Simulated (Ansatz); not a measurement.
# TiC: a tetragonal deformation path

An exercise on one series of results from a longer session: the logs are not shown, and one member is left open.

Method: DFT LDA, scalar-relativistic, plane waves, PAW, in Ansatz 0.2.0.

## The system as given

It takes space group Fm-3m (No. 225, cubic). The conventional cell has a = 4.328 Å, b = 4.328 Å, c = 4.328 Å, α = 90.00°, β = 90.00°, γ = 90.00°. Ti (site symmetry m-3m) has 6 C at 2.16 Å as nearest neighbours. C (site symmetry m-3m) is surrounded by 6 Ti at 2.16 Å.

Structure file:

```
Ti C
1.0
     0.00000    2.16400    2.16400
     2.16400    0.00000    2.16400
     2.16400    2.16400    0.00000
Ti C
1 1
Direct
  0.00000 0.00000 0.00000
  0.50000 0.50000 0.50000
```

Source of the structure: the Crystallography Open Database.

Set-up of the first run:

input.yaml reads:

```yaml
crystal:
  lattice:
    - [0.0, 2.164, 2.164]
    - [2.164, 0.0, 2.164]
    - [2.164, 2.164, 0.0]
  atoms:
    - { symbol: Ti, position: [0.0, 0.0, 0.0] }
    - { symbol: C, position: [0.5, 0.5, 0.5] }
basis:
  ecutwfc: 420
kpoints:
  mp_grid: { grid: [8, 8, 8] }
hamiltonian:
  xc: lda
scf:
  occupations: { method: gaussian, width: 0.1 }
output:
  forces: true
  stress: true
  eigenvalues: true
```

Among the steps run: A first look at the start; The undisturbed cell; ρ = 0.707; Point ρ = 1.414; ρ = 0.850; ρ = 1.200; At ρ = 0.780; ρ = 1.300; Point ρ = 0.920; ρ = 1.100; At ρ = 0.650; Point ρ = 1.500.

One table of the session follows, with a row left open; its other results are not shown here.

It belongs to the step «The scan collected». 

| ρ | ΔE (meV/atom) | pressure (GPa) |
| --- | --- | --- |
| 0.650 | 2369.7 | 64.9 |
| 0.707 | 1465.3 | 43.1 |
| 0.780 | ? | ? |
| 0.850 | 256.1 | 0.9 |
| 0.920 | 60.3 | -8.7 |
| 1.000 | 0.0 | -12.0 |
| 1.100 | 64.7 | -7.8 |
| 1.200 | 228.9 | 3.2 |
| 1.300 | 472.3 | 19.0 |
| 1.414 | 831.9 | 40.7 |
| 1.500 | 1151.9 | 58.8 |

Estimate the missing values for ρ = 0.780.

Worked estimate for «ΔE (meV/atom)». A straight line through the neighbours (0.707, 1465.3) and (0.850, 256.1) gives 1465.3 + (256.1 − 1465.3) × (0.780 − 0.707) / (0.850 − 0.707) = 848.0; a parabola fitted to 4 rows on both sides gives 691.0.

As computed: ΔE (meV/atom): 673.2; pressure (GPa): 18.0. In «ΔE (meV/atom)» the line misses by +174.8 and the parabola by +17.8.
